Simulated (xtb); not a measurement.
# C4H6AlN (SMILES C#[C][AlH2-][N+]#CC) at GFN2-xTB

Aim: the vertical singlet–triplet gap of C4H6AlN at GFN2-xTB, from 2 runs. 

Program for the calculation: xtb 6.7.1.

13 further runs of the same task are left out: 13 set aside as unsound or not needed.

## 1. Starting point

C4H6AlN: 12 atoms, total charge 0, spin state singlet. SMILES: `C#[C][AlH2-][N+]#CC`. The shape comes from GFN2-xTB, which is rough for such elements, and wasn't checked as a minimum.

Bond lengths: C1–C2 1.213 Å, C2–Al3 1.963 Å, Al3–N4 1.988 Å, N4–C5 1.145 Å, C5–C6 1.424 Å, C1–H7 1.057 Å, Al3–H8 1.568 Å, Al3–H9 1.564 Å, C6–H10 1.090 Å, C6–H11 1.090 Å, C6–H12 1.090 Å. Some angles: C1–C2–Al3 177.8°, C2–Al3–N4 97.7°, Al3–N4–C5 170.5°, N4–C5–C6 179.4°, C2–C1–H7 179.7°, C2–Al3–H8 119.9°, C2–Al3–H9 120.3°, N4–Al3–H8 96.5°, N4–Al3–H9 97.8°, C5–C6–H10 109.5°.

## 2. Energy and forces at GFN2-xTB

Contents of input.inp:

```
$chrg 0
$spin 0
$end
```

Contents of geom.xyz:

```xyz
12

C      2.56375000    -1.73601000     1.71327000
C      1.37719000    -1.54607000     1.55143000
Al    -0.55767000    -1.29686000     1.33242000
N     -0.48790000     0.15443000    -0.02438000
C     -0.61162000     0.91977000    -0.86715000
C     -0.75236000     1.87695000    -1.91141000
H      3.59858000    -1.89640000     1.85613000
H     -1.38230000    -2.30959000     0.46551000
H     -1.38272000    -0.53082000     2.41875000
H      0.23333000     2.15476000    -2.28502000
H     -1.25802000     2.76277000    -1.52704000
H     -1.34026000     1.44707000    -2.72252000
```

Launch:

```bash
$ xtb --grad -I input.inp --gfn2 -- geom.xyz > geom.out
```

The log of the run:

```text
* xtb version 6.7.1
[...]
          :  # basis functions                  36          :
[...]
          :  # electrons                        30          :
[...]
          :  Hamiltonian                  GFN2-xTB          :
[...]
          :  net charge                          0          :
          :  unpaired electrons                  0          :
[...]
   *** convergence criteria satisfied after 13 iterations ***
[...]
         ::                     SUMMARY                     ::
         :::::::::::::::::::::::::::::::::::::::::::::::::::::
         :: total energy             -15.519481776340 Eh    ::
         :: gradient norm              0.000796444923 Eh/a0 ::
         :: HOMO-LUMO gap              2.295836652668 eV    ::
         ::.................................................::
         :: SCC energy               -15.849943514515 Eh    ::
         :: -> isotropic ES            0.046659220234 Eh    ::
         :: -> anisotropic ES          0.006888129263 Eh    ::
         :: -> anisotropic XC          0.021617719884 Eh    ::
         :: -> dispersion             -0.006692188934 Eh    ::
         :: repulsion energy           0.330461738175 Eh    ::
         :: add. restraining           0.000000000000 Eh    ::
         :: total charge               0.000000000000 e     ::
         :::::::::::::::::::::::::::::::::::::::::::::::::::::
[...]
        15        2.0000           -0.3620600              -9.8522 (HOMO)
        16                         -0.2776896              -7.5563 (LUMO)
[...]
     #   Z          covCN         q      C6AA      α(0)
     1   6 C        1.910    -0.083    33.371     9.329
     2   6 C        1.821    -0.139    35.108     9.573
     3  13 Al       3.367     0.295    95.023    19.864
     4   7 N        1.679    -0.095    23.689     7.189
     5   6 C        1.894     0.148    27.522     8.473
     6   6 C        3.754    -0.113    22.724     6.798
     7   1 H        0.927     0.041     2.433     2.439
     8   1 H        0.877    -0.201    10.909     5.171
     9   1 H        0.877    -0.198    10.682     5.117
    10   1 H        0.925     0.114     1.663     2.017
    11   1 H        0.925     0.115     1.656     2.013
    12   1 H        0.925     0.115     1.651     2.010
[...]
     #   Z sym  total        # sym  WBO       # sym  WBO       # sym  WBO
 ---------------------------------------------------------------------------
     1   6 C    3.973 --     2 C    2.828     7 H    0.965     3 Al   0.169
     2   6 C    3.852 --     1 C    2.828     3 Al   0.939
     3  13 Al   3.422 --     2 C    0.939     9 H    0.878     8 H    0.873
                             4 N    0.485     1 C    0.169
     4   7 N    3.401 --     5 C    2.722     3 Al   0.485
     5   6 C    3.937 --     4 N    2.722     6 C    1.106
     6   6 C    3.983 --     5 C    1.106    10 H    0.935    11 H    0.934
                            12 H    0.934
     7   1 H    0.998 --     1 C    0.965
     8   1 H    0.960 --     3 Al   0.873
     9   1 H    0.961 --     3 Al   0.878
    10   1 H    0.986 --     6 C    0.935
    11   1 H    0.987 --     6 C    0.934
[...]
molecular dipole:
                 x           y           z       tot (Debye)
 q only:       -0.190       2.089      -2.115
   full:        0.014       2.227      -2.282       8.105
molecular quadrupole (traceless):
[...]
          | TOTAL ENERGY              -15.519481776340 Eh   |
          | GRADIENT NORM               0.000796444923 Eh/α |
          | HOMO-LUMO GAP               2.295836652668 eV   |
           -------------------------------------------------
[...]
```

Standard error:

```text
normal termination of xtb
```

Wall time 0.034 s (1 thread of Intel Xeon 6975P-C (Granite Rapids), shared host).

## 3. The triplet, same level

geom.xyz is that of step 2.

Launch:

```bash
$ xtb --json --uhf 2 --grad -- geom.xyz | tee out.txt
```

The log of the run (excerpt; [...] marks lines left out):

```text
* xtb version 6.7.1
[...]
          :  # basis functions                  36          :
[...]
          :  # electrons                        30          :
[...]
          :  Hamiltonian                  GFN2-xTB          :
[...]
          :  net charge                          0          :
          :  unpaired electrons                  2          :
[...]
   *** convergence criteria satisfied after 29 iterations ***
[...]
         ::                     SUMMARY                     ::
         :::::::::::::::::::::::::::::::::::::::::::::::::::::
         :: total energy             -15.365808221237 Eh    ::
         :: gradient norm              0.183864407574 Eh/a0 ::
         :: HOMO-LUMO gap              0.046113415555 eV    ::
         ::.................................................::
         :: SCC energy               -15.696269959412 Eh    ::
         :: -> isotropic ES            0.029942231399 Eh    ::
         :: -> anisotropic ES          0.001826920999 Eh    ::
         :: -> anisotropic XC          0.019336980540 Eh    ::
         :: -> dispersion             -0.006073922685 Eh    ::
         :: repulsion energy           0.330461738175 Eh    ::
         :: add. restraining           0.000000000000 Eh    ::
         :: total charge              -0.000000000019 e     ::
         :::::::::::::::::::::::::::::::::::::::::::::::::::::
[...]
        16        0.7092           -0.2102664              -5.7216 (HOMO)
        17        0.2906           -0.2085717              -5.6755 (LUMO)
[...]
molecular dipole:
                 x           y           z       tot (Debye)
 q only:       -0.056       0.332      -0.389
   full:       -0.101       0.467      -0.539       1.831
molecular quadrupole (traceless):
[...]
          | TOTAL ENERGY              -15.365808221237 Eh   |
          | GRADIENT NORM               0.183864407574 Eh/α |
          | HOMO-LUMO GAP               0.046113415555 eV   |
           -------------------------------------------------
[...]
```

Standard error:

```text
normal termination of xtb
```

Wall time 0.038 s (1 thread of Intel Xeon 6975P-C (Granite Rapids), shared host).

## 4. What came out

Level: GFN2-xTB.

```
                                        quantity          value
                           singlet: total energy   -15.51948 Eh
                          singlet: dipole moment         8.11 D
                            singlet: HOMO energy       -9.85 eV
                            singlet: LUMO energy       -7.56 eV
                          singlet: HOMO–LUMO gap        2.30 eV
                      singlet: dispersion energy  -17.57 kJ/mol
               singlet: largest force on an atom     0.033 eV/Å
         singlet: mean polarisability (D4 model)     80.0 bohr³
                           triplet: total energy   -15.36581 Eh
                          triplet: dipole moment         1.83 D
            triplet: HOMO energy (partly filled)       -5.72 eV
                            triplet: LUMO energy       -5.68 eV
                      triplet: dispersion energy  -15.95 kJ/mol
               triplet: largest force on an atom     7.103 eV/Å
         triplet: mean polarisability (D4 model)     77.2 bohr³
vertical energy of the triplet above the singlet       4.182 eV
```

In words: The method runs without spin polarisation, so open shells lack the exchange term that lowers high spin: such gaps come out too high and can have the wrong sign. At this shape the triplet lies 4.18 eV (403 kJ/mol) above the singlet. Mulliken charges (singlet) run from -0.20 on H8 to +0.29 on Al3.
